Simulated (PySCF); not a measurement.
**NaZn⁻: the SCF solver's settings**

Aim: find out which solver settings change the answer for NaZn⁻.

The runs use PySCF 2.14.0; each script names its method and basis.

## 1. Where the work starts

NaZn⁻: 2 atoms, charge -1, spin multiplicity 1.

Bond lengths: Na1–Zn2 2.579 Å.

## 2. The run that the others are compared with

Input file input.py:

```python
from pyscf import gto, scf

mol = gto.M(
    atom='Na 0 0 0; Zn 0 0 2.579',
    basis='6-31g*',
    charge=-1,
    spin=0,
    verbose=4,
)
mf = scf.RHF(mol)
mf.kernel()
mf.dip_moment()
print('orbital energies (hartree):', mf.mo_energy[..., max(0, mol.nelec[1]-3):mol.nelec[0]+3].round(4))
```

Started as:

```
OMP_NUM_THREADS=1 python input.py
```

The log of this run is left out.

It gives: E(SCF) = -1939.289161 Eh, 10 cycles.

The bond length is a typed value, not an optimised one. The dipole of an ion depends on the origin.

## 3. Initial guess hcore

Edit 1 changes initial guess: minao → hcore.

Input file input.py:

```python
from pyscf import gto, scf

mol = gto.M(
    atom='Na 0 0 0; Zn 0 0 2.579',
    basis='6-31g*',
    charge=-1,
    spin=0,
    verbose=4,
)
mf = scf.RHF(mol)
mf.init_guess = 'hcore'
mf.kernel()
mf.dip_moment()
print('orbital energies (hartree):', mf.mo_energy[..., max(0, mol.nelec[1]-3):mol.nelec[0]+3].round(4))
```

Started as:

```
OMP_NUM_THREADS=1 python input.py
```

## 4. Initial guess mod_huckel

Edit 2 changes initial guess: minao → mod_huckel.

input.py, as its differences from that of step 2:

```diff
@@ -10,2 +10,3 @@
 mf = scf.RHF(mol)
+mf.init_guess = 'mod_huckel'
 mf.kernel()
```

## 5. Smearing width 0.01 hartree

Edit 3 changes smearing width: none → 0.01 hartree.

input.py, as its differences from that of step 2:

```diff
@@ -10,2 +10,3 @@
 mf = scf.RHF(mol)
+mf = scf.addons.smearing_(mf, sigma=0.01, method='fermi')
 mf.kernel()
```

## 6. DIIS space 20

Edit 4 changes DIIS space: default → 20.

input.py, as its differences from that of step 2:

```diff
@@ -10,2 +10,3 @@
 mf = scf.RHF(mol)
+mf.diis_space = 20
 mf.kernel()
```

## 7. Second-order solver on

Edit 5 changes second-order solver: off → on.

input.py, as its differences from that of step 2:

```diff
@@ -10,2 +10,3 @@
 mf = scf.RHF(mol)
+mf = mf.newton()
 mf.kernel()
```

## 8. Point-group symmetry on

Edit 6 changes point-group symmetry: off → on.

input.py, as its differences from that of step 2:

```diff
@@ -7,2 +7,3 @@
     spin=0,
+    symmetry=True,
     verbose=4,
```

Before running it: what results should come out? Wanted: for each run, E(SCF); from base; gap.

**Answer**, as computed:

```tsv
run	E(SCF) (hartree)	from base (eV)	cycles	gap (eV)
base	-1939.289161	0	10	3.84
initial guess hcore	-1939.289161	0.0000	14	3.84
initial guess mod_huckel	-1939.289161	0.0000	9	3.84
smearing width 0.01 hartree	-1939.288803	+0.0097	13	n/a
DIIS space 20	-1939.289161	0.0000	10	3.84
second-order solver on	-1939.289161	0.0000	3 macro	3.84
point-group symmetry on	-1939.289161	0.0000	10	3.84
```

Distance from each run's final energy (log10 hartree) by cycle:

```tsv
run	cycle 1	cycle 2	cycle 3	cycle 5	cycle 8	cycle 12
base	-1.9	-2.7	-3.3	-4.5	-8.3	done
initial guess hcore	2.3	2.0	0.4	-1.1	-3.7	-8.2
initial guess mod_huckel	-2.1	-2.6	-3.0	-5.1	-9.1	done
smearing width 0.01 hartree	-1.6	-2.6	-3.2	-4.5	-7.1	-9.6
DIIS space 20	-1.9	-2.7	-3.3	-4.5	-8.3	done
second-order solver on	-4.8	< -11	< -11	done	done	done
point-group symmetry on	-1.9	-2.7	-3.3	-4.5	-8.3	done
```

**Reading.** The highest filled level of this anion is positive: the basis lacks diffuse functions or the electron is not bound, so these numbers hang on the basis. No change of the SCF energy comes from initial guess hcore or initial guess mod_huckel or DIIS space 20 or second-order solver on or point-group symmetry on. The base needs 10 cycles and the run with initial guess hcore needs 14. The cycles with DIIS space 20 repeat those of the base digit for digit, so the setting never acted.
